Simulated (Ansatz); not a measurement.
SnTe, space group Fm-3m: an all-electron equation of state, run with Ansatz's Python interface.

The script, `eos_lapw_snte.py`:
```python
import warnings

import ansatz as az
from ase.eos import EquationOfState
from ase.units import GPa
import numpy as np

XC = "PBEsol"
OCCUPATIONS = "fixed"
KMESH = (5, 5, 5)

vectors0 = np.array([
    [0.0, 3.15085, 3.15085],
    [3.15085, 0.0, 3.15085],
    [3.15085, 3.15085, 0.0],
])
sites = [
    ("Sn", (0.0, 0.0, 0.0)),
    ("Te", (0.5, 0.5, 0.5)),
]


def on_lattice(cell):
    crystal = az.Crystal(lattice=az.Lattice.of(cell))
    for symbol, position in sites:
        crystal = crystal.atom(symbol, position)
    return crystal

warnings.simplefilter("ignore", az.DeckWarning)

volumes, energies = [], []
for scale in np.linspace(0.94, 1.06, 7):
    cell = vectors0 * scale ** (1 / 3)
    setup = on_lattice(cell).calculation()
    setup = setup.functional(XC)
    setup = setup.occupations(OCCUPATIONS)
    setup = setup.kpoints(*KMESH).pseudopotentials("all_electron", lapw=True, basis_error=0.002)
    rep = setup.run(threads=1).report
    volumes.append(abs(np.linalg.det(cell)) / len(sites))
    energies.append(rep["free_energy_ev"] / len(sites))
    print(f"{scale:.3f} {volumes[-1]:9.4f} A^3/atom {energies[-1]:16.5f} eV/atom  (estimated basis error {1000 * rep['lapw_basis_errors']['total_ev_per_atom']:.2f} meV/atom)")
v0, e0, bulk = EquationOfState(volumes, energies, eos="birchmurnaghan").fit()
print(f"V0 = {v0:.4f} A^3/atom, B0 = {bulk / GPa:.1f} GPa")
```

Its results, one of them left out:

| V (Å³/atom) | F less the lowest row shown (meV/atom) |
| --- | --- |
| 29.404 | 12.91 |
| 30.030 | 4.45 |
| 30.656 | 0.29 |
| 31.281 | 0.00 |
| 31.907 | 3.14 |
| 32.532 | 9.41 |
| 33.158 | ? |

What is the missing energy at 33.158 Å³ an atom?

A third-order Birch-Murnaghan fit, E = E0 + (9 V0 B0 / 16) [(t - 1)³ B' + (t - 1)² (6 - 4t)] with t = (V0/V)^(2/3), through the 6 rows shown gives V0 = 31.018 Å³, B0 = 45.9 GPa, B' = 4.39 and E0 = -0.32 meV. At V = 33.158 Å³, t = 0.95649, and the fit extrapolates to 18.45 meV. The run gave 18.52 meV, a miss of 0.07 meV.

Notes:
- Of the deposited cell: the entry's cell lengths or inner coordinates differ somewhat from later room-temperature determinations.
- The starting cell is as deposited in a crystallographic database; the results hold for this polymorph, which needn't be the stable one.
- Finished in 16 s on 1 thread of Arm Neoverse V2, on a shared host, peak memory 0.32 GiB.
